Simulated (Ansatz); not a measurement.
**C₃H₇ClSi: one species, many methods**

An exercise on one series of results from a longer session: the logs are not shown, and one member is left open.

Method: functionals in def2-TZVPP, the program's frozen cores in correlated methods; program: Ansatz 0.2.0, Gaussian basis.

Levels to be run: LDA (SPW92), PBE-D4, revPBE-D4, BLYP-D4, r2SCAN-D4, B97M-V, PBE0-D4, B3LYP-D4, r2SCANh-D4, r2SCAN0-D4, HSE06-D4, BHLYP-D4, CAM-B3LYP-D4, LC-ωPBE, ωB97X-V, ωB97M-V, B2PLYP, PBE-QIDH; CCSD(T)/def2-SVP; CCSD(T)/def2-TZVPP; MP2/def2-QZVPP; extrapolation to the limit; RPA on PBE.

## The relaxed structure

The geometry comes from an earlier relaxation with PBE0-D4 in a triple-zeta def2 set; it is a stationary point, not always the lowest conformer.

SMILES `[SiH3]C1(Cl)CC1`, 12 atoms, charge 0, spin multiplicity 1.

Atoms are counted from 1 here; the program's logs count them from 0.

Bond lengths: Si1–C2 1.865 Å, Si1–H6 1.484 Å, Si1–H7 1.489 Å, Si1–H8 1.484 Å, C2–Cl3 1.771 Å, C2–C4 1.501 Å, C2–C5 1.501 Å, C4–C5 1.494 Å, C4–H9 1.084 Å, C4–H10 1.082 Å, C5–H11 1.084 Å, C5–H12 1.082 Å. Angles: C2–Si1–H6 110.2°, C2–Si1–H7 107.4°, C2–Si1–H8 110.2°, H6–Si1–H7 109.6°, H6–Si1–H8 109.7°, H7–Si1–H8 109.6°, Si1–C2–Cl3 112.1°, Si1–C2–C4 121.4°, Si1–C2–C5 121.5°, Cl3–C2–C4 116.5°, Cl3–C2–C5 116.5°, C4–C2–C5 59.7°, C2–C4–C5 60.1°, C2–C4–H9 117.8°, C2–C4–H10 116.5°, C5–C4–H9 119.1°, C5–C4–H10 117.6°, H9–C4–H10 114.8° and more.

Set-up of the first run:

in.yaml reads:

```yaml
crystal:
  periodic: [false, false, false]
  atoms:
    - {symbol: Si, position_ang: [-1.679973, 0.052514, 0.067013]}
    - {symbol: C, position_ang: [0.100726, 0.182040, -0.471326]}
    - {symbol: Cl, position_ang: [0.254603, 0.836288, -2.109481]}
    - {symbol: C, position_ang: [1.187484, 0.543467, 0.498285]}
    - {symbol: C, position_ang: [1.119550, -0.840226, -0.060510]}
    - {symbol: H, position_ang: [-2.426720, -0.852029, -0.842300]}
    - {symbol: H, position_ang: [-1.688562, -0.507633, 1.446675]}
    - {symbol: H, position_ang: [-2.314002, 1.394426, 0.070694]}
    - {symbol: H, position_ang: [0.908698, 0.708366, 1.532844]}
    - {symbol: H, position_ang: [1.967924, 1.195868, 0.128158]}
    - {symbol: H, position_ang: [0.792915, -1.651720, 0.579815]}
    - {symbol: H, position_ang: [1.854357, -1.116560, -0.805770]}
basis:
  gaussian: {orbitals: def2-TZVPP}
hamiltonian: {xc: lda}
output: {orbitals: {seedname: orbitals}}
```

Among the steps run: LDA; PBE-D4 (GGA); revPBE-D4 (GGA); BLYP-D4 (GGA); r2SCAN-D4 (meta-GGA); B97M-V (meta-GGA); PBE0-D4 (hybrid); B3LYP-D4 (hybrid); r2SCANh-D4 (hybrid); r2SCAN0-D4 (hybrid); HSE06-D4 (hybrid); BHLYP-D4 (hybrid); CAM-B3LYP-D4 (range-separated); LC-ωPBE (range-separated); ωB97X-V (range-separated); ωB97M-V (range-separated); B2PLYP (double hybrid); PBE-QIDH (double hybrid).

One of the session's tables, all rows but one given; the rest of the session is left out.

It belongs to the step «Orbital energies across the functionals». 

```
  functional  HOMO (eV)  gap (eV)
 LDA (SPW92)      -6.71      5.82
      PBE-D4      -6.58      5.89
   revPBE-D4      -6.53      5.92
     BLYP-D4      -6.43      5.89
   r2SCAN-D4      -6.84      6.43
      B97M-V          ?         ?
     PBE0-D4      -7.88      8.24
    B3LYP-D4      -7.64      7.77
  r2SCANh-D4      -7.33      7.30
  r2SCAN0-D4      -8.05      8.58
    HSE06-D4      -7.48      7.45
    BHLYP-D4      -9.06     10.37
CAM-B3LYP-D4      -9.25     10.67
     LC-ωPBE     -10.64     13.24
     ωB97X-V     -10.27     12.71
     ωB97M-V     -10.13     12.26
```

Estimate the missing values for B97M-V.

**Answer.** HOMO (eV): -7.00; gap (eV): 6.54. In the column «HOMO (eV)» it lies between r2SCANh-D4 (-7.33) and r2SCAN-D4 (-6.84).
